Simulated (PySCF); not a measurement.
Molecule: ZnH2, in a box.

```
Zn H
1.0
    11.00000    0.00000    0.00000
     0.00000   12.00000    0.00000
     0.00000    0.00000   10.00000
Zn H
1 2
Cartesian
  5.5129 6.0210 5.0340
  6.1073 7.3668 5.5039
  4.9187 4.6752 4.5640
```

Base run:

| Property | Result |
| --- | --- |
| Program | PySCF 2.14.0 |
| Functional | rSCAN |
| Potentials or basis | def2-svp (all-electron) |
| k mesh | 1 × 1 × 1 |
| Occupations | fixed |
| Spin | no spin polarisation |

Its results: gap between the frontier levels 7.33 eV.

Question: After a change of settings the same cell gave: gap between the frontier levels 7.38 eV. Which change was it?
A. functional from rSCAN to revTPSS; dispersion from none to D3(OP)
B. functional from rSCAN to r2SCAN0
C. functional from rSCAN to PBE

Answer: A.

Caveats: this is a molecule in a periodic box at the Γ point, so its band gap is the HOMO-LUMO gap; the basis of atomic orbitals isn't converged, which shifts pressures, moduli and gaps.
